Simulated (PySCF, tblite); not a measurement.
# C₅H₅F₃Si: geometry, infrared bands and NMR shifts

Aim: predict the infrared bands and NMR shifts of C₅H₅F₃Si (`C#C/C=C(/C)[Si](F)(F)F`).

The runs use tblite 0.8.0 and PySCF 2.14.0, with density-fitted response routines of our own; the level of theory stands in each step. All values are computed, except where a source is named. Atoms are numbered from 0 throughout.

**1. The molecule as given**

14 atoms, charge 0, multiplicity 1; geometry from: force field or distance geometry start.

Bonds of the start (Å): C0–C1 1.22, C1–C2 1.40, C2–C3 1.35, C3–C4 1.50, C3–Si5 1.87, Si5–F6 1.60, Si5–F7 1.60, Si5–F8 1.59, C0–H9 1.05, C2–H10 1.09, C4–H11 1.10, C4–H12 1.10, C4–H13 1.10.

**2. Geometry optimisation with GFN2-xTB**

The job: settings as JSON, then the geometry in Å.

```
{"job": {"kind": "relax", "xc": "GFN2-xTB", "basis": "xTB"}, "charge": 0, "multiplicity": 1}
C      3.076100     0.234800     0.639700
C      1.937100     0.612600     0.439400
C      0.619500     1.051200     0.226800
C     -0.432000     0.257000    -0.073200
C     -1.806700     0.827700    -0.278700
Si    -0.363400    -1.604600    -0.231500
F      0.130100    -2.239200     1.151600
F      0.653600    -1.989900    -1.406500
F     -1.824200    -2.140200    -0.576100
H      4.061400    -0.095400     0.814500
H      0.454100     2.127800     0.294500
H     -2.174500     0.600600    -1.292800
H     -2.526900     0.437300     0.454300
H     -1.805000     1.919800    -0.184200
```

Run with:

```console
OMP_NUM_THREADS=1 python probes_run.py task.json out
```

One launch serves the whole session: the jobs run in the order shown.

**Question.** This job is followed by: GFN2-xTB harmonic vibrations, gas phase; GIAO PBE0/pcSseg-1 NMR shielding, non-relativistic, gas phase. What will the session give for the following? strongest single infrared mode (GFN2-xTB); zero-point energy (GFN2-xTB); 13C shifts against TMS (PBE0/pcSseg-1); 1H shifts against TMS (PBE0/pcSseg-1, means over atoms taken as alike); 29Si shifts against TMS (PBE0/pcSseg-1); 19F shifts against CFCl3 (PBE0/pcSseg-1, means over atoms taken as alike).

**Answer**, as computed:

| quantity | value |
| --- | --- |
| strongest single infrared mode (GFN2-xTB) | 916 cm⁻¹, 286 km/mol |
| zero-point energy (GFN2-xTB) | 54.3 kcal/mol |
| 13C shifts against TMS (PBE0/pcSseg-1) | 148.7, 136.2, 96.2, 85.0, 26.2 ppm |
| 1H shifts against TMS (PBE0/pcSseg-1, means over atoms taken as alike) | 6.48, 3.11, 2.09 ppm |
| 29Si shifts against TMS (PBE0/pcSseg-1) | -68.6 ppm |
| 19F shifts against CFCl3 (PBE0/pcSseg-1, means over atoms taken as alike) | -149.7 ppm |

In words: Relaxing lowered the energy by 0.158 eV in 52 steps; the close pair that moved most is C0–C1, from 1.217 to 1.202 Å. No mode is imaginary among the 36: a minimum at this level. GFN2-xTB is a fitted tight-binding method: band positions and strengths are rough. Its intensities can rank the bands wrongly. H10 (hydrogen on an alkene CH) lies farthest downfield among hydrogen, at 6.48 ppm; attached to an sp2 carbon and in the plane of the double bond. At PBE0/pcSseg-1: The widest tensor belongs to C1: span 293 ppm, with a paramagnetic part of -153 ppm.
